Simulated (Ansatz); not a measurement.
# CH7NOSi2: one species, many methods

The task here is to estimate one member of a computed series from the others.

Computed with Ansatz 0.2.0, Gaussian basis. Level: functionals in def2-TZVPP, the program's frozen cores in correlated methods.

Levels to be run: PBE-D4, r2SCAN-D4, PBE0-D4, B3LYP-D4, ωB97X-V, ωB97M-V, B2PLYP; CCSD(T)/def2-TZVPP; MP2/def2-QZVPP; extrapolation to the limit.

### The relaxed structure

The geometry comes from an earlier relaxation with PBE0-D4 in a triple-zeta def2 set; it is a stationary point, not always the lowest conformer.

SMILES `N=C([SiH3])O[SiH3]`, 12 atoms, charge 0, spin multiplicity 1.

Atoms are counted from 1 here; the program's logs count them from 0.

Bond lengths: N1–C2 1.266 Å, N1–H6 1.015 Å, C2–Si3 1.901 Å, C2–O4 1.346 Å, Si3–H7 1.483 Å, Si3–H8 1.483 Å, Si3–H9 1.485 Å, O4–Si5 1.693 Å, Si5–H10 1.480 Å, Si5–H11 1.482 Å, Si5–H12 1.480 Å. Angles: C2–N1–H6 112.7°, N1–C2–Si3 128.3°, N1–C2–O4 118.4°, Si3–C2–O4 113.3°, C2–Si3–H7 109.4°, C2–Si3–H8 109.4°, C2–Si3–H9 107.4°, H7–Si3–H8 109.9°, H7–Si3–H9 110.4°, H8–Si3–H9 110.4°, C2–O4–Si5 117.6°, O4–Si5–H10 111.4°, O4–Si5–H11 101.9°, O4–Si5–H12 111.5°, H10–Si5–H11 110.0°, H10–Si5–H12 111.7°, H11–Si5–H12 110.0°.

The first run:

in.yaml

```yaml
crystal:
  periodic: [false, false, false]
  atoms:
    - {symbol: N, position_ang: [0.116527, 1.378942, 0.397347]}
    - {symbol: C, position_ang: [-0.035572, 0.122212, 0.395107]}
    - {symbol: Si, position_ang: [-0.394552, -1.024256, 1.867807]}
    - {symbol: O, position_ang: [0.059549, -0.532214, -0.776762]}
    - {symbol: Si, position_ang: [0.375483, 0.384299, -2.164219]}
    - {symbol: H, position_ang: [0.027563, 1.783208, 1.323778]}
    - {symbol: H, position_ang: [0.701798, -2.014372, 1.999565]}
    - {symbol: H, position_ang: [-1.682322, -1.724900, 1.643267]}
    - {symbol: H, position_ang: [-0.472881, -0.174229, 3.082422]}
    - {symbol: H, position_ang: [-0.714842, 1.347010, -2.435998]}
    - {symbol: H, position_ang: [0.405413, -0.657952, -3.217758]}
    - {symbol: H, position_ang: [1.690836, 1.056853, -2.080655]}
basis:
  gaussian: {orbitals: def2-TZVPP}
hamiltonian: {xc: pbe, dispersion: d4}
output: {forces: true, orbitals: {seedname: orbitals}}
```

On the command line:

```sh
$ ansatz run in.yaml --threads 4 --pin off --events-out ev --progress --plain --max-ram 10444MiB
```

Among the steps run: PBE-D4 (GGA); r2SCAN-D4 (meta-GGA); PBE0-D4 (hybrid); B3LYP-D4 (hybrid); ωB97X-V (range-separated); ωB97M-V (range-separated); B2PLYP (double hybrid); CCSD(T) in def2-TZVPP; MP2 in def2-QZVPP.

One of the session's tables, all rows but one given; the rest of the session is left out.

It belongs to the step «Atomisation energies». 

| method | atomisation energy (kcal/mol) |
| --- | --- |
| PBE-D4 | ? |
| r2SCAN-D4 | 993.3 |
| PBE0-D4 | 986.8 |
| B3LYP-D4 | 996.6 |
| ωB97X-V | 1001.6 |
| ωB97M-V | 998.2 |
| B2PLYP | 983.4 |
| HF/def2-TZVPP | 705.9 |
| MP2/def2-TZVPP | 976.3 |
| CCSD/def2-TZVPP | 950.3 |
| CCSD(T)/def2-TZVPP | 965.8 |
| MP2/CBS | 1005.7 |
| CCSD(T)/CBS | 995.2 |

Q: Estimate the row for PBE-D4 from the others.

**Answer.** atomisation energy (kcal/mol): 1006.2. In the column «atomisation energy (kcal/mol)» it is the highest.

To keep in mind: Free atoms (1 N, 1 C, 2 Si, 1 O, 7 H) were run apart at each level; the atomisation energy is their sum less the molecule, without zero-point or spin-orbit terms.
